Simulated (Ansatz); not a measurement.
# KNi: the cost of one run

Program: Ansatz 0.2.0. Level of theory: DFT PBE, scalar-relativistic, plane waves, PAW. These are calculated values, not measurements.

2 further runs of the same task are left out: 1 that didn't finish, 1 set aside as unsound or not needed.

**1. Starting point**

It takes space group Pm-3m (No. 221, cubic). Conventional cell: a = 3.838 Å, b = 3.838 Å, c = 3.838 Å, α = 90.00°, β = 90.00°, γ = 90.00°. Around K (site symmetry m-3m) lie 8 Ni at 3.32 Å. Around Ni (site symmetry m-3m) lie 8 K at 3.32 Å.

Structure file:

```
K Ni
1.0
     3.83757    0.00000    0.00000
     0.00000    3.83757    0.00000
     0.00000    0.00000    3.83757
K Ni
1 1
Cartesian
  1.9188 1.9188 1.9188
  0.0000 0.0000 0.0000
```

A structure generator made this guess: random cell by space group and Wyckoff sites (Pm-3m, No. 221). Lengths come from tabulated atomic sizes and are only a guess.

**2. The guess as it stands, on a coarse mesh**

Contents of input.yaml:

```yaml
crystal:
  lattice:
    - [3.83756517, 0.0, 0.0]
    - [0.0, 3.83756517, 0.0]
    - [0.0, 0.0, 3.83756517]
  atoms:
    - { symbol: K, position: [0.5, 0.5, 0.5] }
    - { symbol: Ni, position: [0.0, 0.0, 0.0], spin: 2.0 }
basis:
  ecutwfc: 420
kpoints:
  mp_grid: { grid: [4, 4, 4] }
hamiltonian:
  xc: pbe
scf:
  occupations: { method: gaussian, width: 0.1 }
  lower_state_search: "off"
output:
  forces: true
  stress: true
  eigenvalues: true
  populations: true
magnetization:
  spin_polarized: true
```

The run is started by

```bash
$ ansatz run input.yaml --threads 1 --pin off --max-ram 2048MiB --backend cpu --events-out ev --progress --plain --runs-dir out
```

Q: Estimate wall time and peak memory on 1 thread of Arm Neoverse V1, shared host.

About 2.6 s, with a peak of 0.29 GiB.
